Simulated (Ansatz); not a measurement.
# AlSn (P-6m2) in Ansatz: convergence with smearing width

Aim: find how far smearing width must go before the results for AlSn settle, at PBE. This setting moves, with any that are tied to it; all else stays.

Program: Ansatz 0.2.0. These are calculated values, not measurements. Logs are shortened: lines on timing, memory, paths and dates and some standing lists are left out, and cuts for length are marked.

**1. The structure**

It takes space group P-6m2 (No. 187, hexagonal). The conventional cell has a = 4.198 Å, b = 4.198 Å, c = 3.307 Å, α = 90.00°, β = 90.00°, γ = 120.00°. Sn (site symmetry -6m2) has 6 Al at 2.93 Å and 2 Sn at 3.31 Å as nearest neighbours. Al (site symmetry -6m2) is surrounded by 6 Sn at 2.93 Å and 2 Al at 3.31 Å.

The cell comes from a database or a generator and needn't be the stable form of this composition.

**2. With smearing width 0.3 eV**

input.yaml reads:

```yaml
crystal:
  lattice:
    - [4.1981056157, 0.0, 0.0]
    - [-2.0990528078, 3.6356661109, 0.0]
    - [0.0, 0.0, 3.306847]
  atoms:
    - { symbol: Sn, position: [0.3333333333, 0.6666666667, 0.5] }
    - { symbol: Al, position: [0.0, 0.0, 0.0] }
hamiltonian:
  xc: pbe
  pseudopotentials: { kind: nc }
kpoints:
  mp_grid: { grid: [6, 6, 7] }
scf:
  occupations: { method: gaussian, width: 0.3 }
output:
  forces: true
  stress: true
  eigenvalues: true
```

Potentials or basis: Ansatz NC.

The run is started by

```sh
> ansatz run input.yaml --threads 2 --pin off --max-ram 5632MiB --backend cpu --events-out ev --progress --plain --runs-dir out
```

What it wrote:

```text
Warning: RAYON_NUM_THREADS=2 ignored (pool sized by the plan → 2); use --threads N
Engine: ansatz 0.2.0, x86_64-unknown-linux-gnu
Pseudopotentials: kind: nc
Pseudopotential: Sn, nc, valence charge 14, recommended cutoff 979.609905 eV (normal), Sn.nc.azcp
Pseudopotential: Al, nc, valence charge 3, recommended cutoff 544.227725 eV (normal), Al.nc.azcp
Functional definition: PBE
  parameter kappa = 0.804
  parameter beta = 0.06672455060314922
  exchange = pbe_x(kappa = kappa, mu = beta*pi^2/3)
  correlation = pbe_c(beta = beta)
Crystal: 2 atoms, lattice volume = 50.472 Å³
Basis set: ecut = 979.609905 eV, 3509 PW (Γ), exchange–correlation on 90×90×72 points (8 copies of the dense FFT grid, shifted against one another)
Bands: 13, of which v1, the nominal top of the filled ones, is band 9 counted from 1 (8 counted from 0)
Symmetry: 12 space group operations
Space group: P-6m2 (ITA 187), of the structure as read, at distance tolerance 3.7e-5 Å
k-points: 28 of 252 (time reversal used)
Non-local potential: Sn, projectors of the file, l = 0: 3, l = 1: 3, l = 2: 2, l = 3: 2
Non-local potential: Al, projectors of the file, l = 0: 2, l = 1: 2, l = 2: 2
Initial density: superposition of atomic densities (chi_scale 0.1, normalization cell, long waves kept (reshape's long-wave potential 0.00 eV rms))
Initial wavefunctions: pseudopotential atomic-orbital guess
Functional: x = pbe(κ = 0.804, μ = 0.2195149727645171), c = pbe(β = 0.06672455060314922)
SCF iter   1: F=—  HF=-2374.937845 eV  |F-HF|=—  |Δ(HF+E_count)|=         —  Δρ=1.85e-2  dr2=1.98e-1  ethr=3.10e-3  ⟨swp⟩=7.6  Hψ=2829  notcnv=0
preconditioner: auto → none  [metal: Δε(μ)=0.176 eV  Ē_g=17.970 eV  σ=0.300 eV  W_gap=0.32  n_scr=8 (ndim 8)  ℏωp=21.6 eV  f_vac=0.000  D(μ)=0.57/eV (n_scr^D=0)  sad-step TF]
SCF iter   2: F=—  HF=-2374.906477 eV  |F-HF|=—  |Δ(HF+E_count)|=   3.14e-2  Δρ=1.19e-2  dr2=8.26e-2  ethr=1.16e-3  ⟨swp⟩=2.1  Hψ=740  notcnv=0  defer=4
SCF iter   3: F=—  HF=-2374.892127 eV  |F-HF|=—  |Δ(HF+E_count)|=   1.44e-2  Δρ=1.22e-3  dr2=1.16e-3  ethr=4.86e-4  ⟨swp⟩=3.0  Hψ=653  notcnv=0  defer=4
SCF iter   4: F=—  HF=-2374.891641 eV  |F-HF|=—  |Δ(HF+E_count)|=   4.85e-4  Δρ=3.16e-4  dr2=5.81e-5  ethr=6.80e-6  ⟨swp⟩=4.1  Hψ=807  notcnv=0  defer=4
SCF iter   5: F=—  HF=-2374.891666 eV  |F-HF|=—  |Δ(HF+E_count)|=   2.42e-5  Δρ=8.09e-5  dr2=2.77e-6  ethr=3.42e-7  ⟨swp⟩=2.8  Hψ=580  notcnv=0  defer=4
SCF iter   6: F=-2374.891669 eV  HF=-2374.891669 eV  |F-HF|=6.30e-8  |Δ(HF+E_count)|=   3.38e-6  Δρ=1.68e-5  dr2=8.15e-8  ethr=5.88e-10  ⟨swp⟩=12.0  Hψ=3535  notcnv=0
SCF 1 converged in 6 iterations: F = -2374.891669 eV  dr2 = 8.15e-8
SCF converged after 6 iterations
Free energy (F): -2374.891669 eV
Harris-Foulkes:  -2374.891669 eV  (|F-HF|=6.30e-8)
Internal energy: -2374.865485 eV  (E = F + TS)
E sigma→0 (E₀):  -2374.878577 eV
Entropy (-TS):   -0.026185 eV (-13.092 meV/atom)
Fermi energy:    8.026461 eV
--- Per-component energies (eV) ---
  E_band       = -106.850350
  E_kinetic    = 1376.793931
  E_local      = -1205.119554  (includes V_loc(G=0)·N_el)
  E_nonlocal   = -1128.031895
  E_hartree    = 617.338179
  E_xc         = -790.497077
  E_vxc        = -385.172230  (∫ρ·V_xc dr)
  E_ewald      = -1245.349068
  E_smearing   = -0.026185  (= −TS)
  E_closure    = -0.000000  (closes the sum)
  Σ components = -2374.891669   (vs F -2374.891669, Δ=0.00e0)
--- Forces (eV/Å), atoms counted from 1 ---
  atom   1  Sn     0.00000000     0.00000000     0.00000000
  atom   2  Al    -0.00000000    -0.00000000     0.00000000
  max |Σ_I F_I| component: 5.55e-17 eV/Å
--- Stress (GPa, compression-positive) ---
        1.093912       0.000000       0.000000
        0.000000       1.093912       0.000000
        0.000000       0.000000      -2.848580
  P = ⅓ Tr σ = -0.2203 GPa (-2.203 kbar)
--- Band table (eV; the first three rows and the last of 28) ---
  k-point 0: bands = ["-13.3950", "-13.2715", "-13.2715", "-13.2647", "-13.2647", "-2.4671", "7.7632", "7.7632", "8.6707", "10.5837", "11.1119", "11.1119", "13.1680"]
  k-point 1: bands = ["-13.3618", "-13.2770", "-13.2770", "-13.2698", "-13.2698", "-2.1809", "7.8379", "8.0623", "8.0623", "9.1947", "11.3370", "11.3370", "14.2177"]
  k-point 2: bands = ["-13.3041", "-13.3041", "-13.2868", "-13.2665", "-13.2665", "-1.3236", "4.9158", "8.9299", "8.9299", "9.8441", "11.9238", "11.9238", "14.5860"]
  k-point 27: bands = ["-13.3361", "-13.3334", "-13.2566", "-13.2520", "-13.2139", "2.1989", "4.1965", "4.9377", "6.1843", "6.5931", "8.8323", "15.4191", "15.8463"]
```

It took 4.7 s on 2 threads of Intel Xeon at 2.70GHz, shared host; peak memory 0.34 GiB.

What came out:

```
Free energy            : -2374.8917 eV
Pressure               : -0.2 GPa
Band gap on the k mesh : none (metal or under the smearing width)
```

**3. With smearing width 0.2 eV**

input.yaml, as its differences from that of step 2:

```diff
@@ -14,3 +14,3 @@
 scf:
-  occupations: { method: gaussian, width: 0.3 }
+  occupations: { method: gaussian, width: 0.2 }
 output:
```

Potentials or basis: Ansatz NC.

The run is started by

```sh
> ansatz run input.yaml --threads 2 --pin off --max-ram 5632MiB --backend cpu --events-out ev --progress --plain --runs-dir out
```

Run time: 5 s. Hardware: 2 threads of Intel Xeon at 2.70GHz, shared host; peak memory 0.33 GiB.

Results:

- Free energy: -2374.8852 eV
- Pressure: -0.2 GPa
- Band gap on the k mesh: none (metal or under the smearing width)

**4. With smearing width 0.15 eV**

input.yaml, as its differences from that of step 3:

```diff
@@ -14,3 +14,3 @@
 scf:
-  occupations: { method: gaussian, width: 0.2 }
+  occupations: { method: gaussian, width: 0.15 }
 output:
```

The run is started by

```sh
> ansatz run input.yaml --threads 2 --pin off --max-ram 5632MiB --backend cpu --events-out ev --progress --plain --runs-dir out
```

It took 5 s on 2 threads of Intel Xeon at 2.70GHz, shared host; peak memory 0.34 GiB.

Results:

```
Free energy            : -2374.8835 eV
Pressure               : -0.2 GPa
Band gap on the k mesh : none (metal or under the smearing width)
```

**5. With smearing width 0.1 eV**

input.yaml, as its differences from that of step 4:

```diff
@@ -14,3 +14,3 @@
 scf:
-  occupations: { method: gaussian, width: 0.15 }
+  occupations: { method: gaussian, width: 0.1 }
 output:
```

The run is started by

```sh
> ansatz run input.yaml --threads 2 --pin off --max-ram 5632MiB --backend cpu --events-out ev --progress --plain --runs-dir out
```

It took 4.8 s on 2 threads of Intel Xeon at 2.70GHz, shared host; peak memory 0.34 GiB.

What came out:

```
Free energy            : -2374.8824 eV
Pressure               : -0.2 GPa
Band gap on the k mesh : none (metal or under the smearing width)
```

**6. With smearing width 0.05 eV**

input.yaml, as its differences from that of step 5:

```diff
@@ -14,3 +14,3 @@
 scf:
-  occupations: { method: gaussian, width: 0.1 }
+  occupations: { method: gaussian, width: 0.05 }
 output:
```

Potentials or basis: Ansatz NC.

The run is started by

```sh
> ansatz run input.yaml --threads 2 --pin off --max-ram 5632MiB --backend cpu --events-out ev --progress --plain --runs-dir out
```

Run time: 5.7 s. Hardware: 2 threads of Intel Xeon at 2.70GHz, shared host; peak memory 0.34 GiB.

Results (log left out):

```yaml
Free_energy: -2374.8819 eV
Pressure: -0.2 GPa
Band_gap_on_the_k_mesh: none (metal or under the smearing width)
```

**7. With smearing width 0.025 eV**

input.yaml, as its differences from that of step 6:

```diff
@@ -14,3 +14,3 @@
 scf:
-  occupations: { method: gaussian, width: 0.05 }
+  occupations: { method: gaussian, width: 0.025 }
 output:
```

The run is started by

```sh
> ansatz run input.yaml --threads 2 --pin off --max-ram 5632MiB --backend cpu --events-out ev --progress --plain --runs-dir out
```

It took 6.2 s on 2 threads of Intel Xeon at 2.70GHz, shared host; peak memory 0.34 GiB.

The run converged. Its results:

- Free energy: -2374.8818 eV
- Pressure: -0.2 GPa

**8. With smearing width 0.01 eV**

input.yaml, as its differences from that of step 7:

```diff
@@ -14,3 +14,3 @@
 scf:
-  occupations: { method: gaussian, width: 0.025 }
+  occupations: { method: gaussian, width: 0.01 }
 output:
```

The run is started by

```sh
> ansatz run input.yaml --threads 2 --pin off --max-ram 5632MiB --backend cpu --events-out ev --progress --plain --runs-dir out
```

It took 6.2 s on 2 threads of Intel Xeon at 2.70GHz, shared host; peak memory 0.34 GiB.

The run converged. Its results:

| Item | Value |
| --- | --- |
| Free energy | -2374.8818 eV |
| Pressure | -0.2 GPa |
| Band gap on the k mesh | 0.15 eV |

**9. With smearing width 0.005 eV**

input.yaml, as its differences from that of step 8:

```diff
@@ -14,3 +14,3 @@
 scf:
-  occupations: { method: gaussian, width: 0.01 }
+  occupations: { method: gaussian, width: 0.005 }
 output:
```

Potentials or basis: Ansatz NC.

The run is started by

```sh
> ansatz run input.yaml --threads 2 --pin off --max-ram 5632MiB --backend cpu --events-out ev --progress --plain --runs-dir out
```

It took 5.3 s on 2 threads of Intel Xeon at 2.70GHz, shared host; peak memory 0.34 GiB.

The run converged. Its results:

```
Free energy            : -2374.8818 eV
Pressure               : -0.2 GPa
Band gap on the k mesh : 0.15 eV
```

**10. The series at a glance**

```csv
smearing width,"energy less the tightest run, at zero smearing (meV/atom)",pressure (GPa),gap on the mesh (eV),SCF cycles,CPU time (s),peak memory (GiB)
0.3 eV,1.64,-0.22,0.000,6,9,0.34
0.2 eV,0.49,-0.22,0.000,6,9.4,0.33
0.15 eV,0.20,-0.21,0.000,6,9.6,0.34
0.1 eV,0.15,-0.20,0.000,6,9.2,0.34
0.05 eV,0.03,-0.17,0.000,6,11,0.34
0.025 eV,0.00,-0.17,-,6,12,0.34
0.01 eV,0.00,-0.17,0.152,6,12,0.34
0.005 eV,0.00,-0.17,0.152,6,10,0.34
```

Against the tightest run, the energy stays within 1 meV/atom from 0.2 eV on; the pressure stays within 0.1 GPa from 0.3 eV on; the gap on the mesh stays within 0.01 eV from 0.01 eV on. The tightest run that finished is the yardstick and may itself not be fully converged.

Caveats: odd divisions of the mesh miss points on the zone boundary, where band edges often lie, so the gap on the mesh can be too wide; spin-orbit coupling is left out, which moves the levels of the heavy elements.
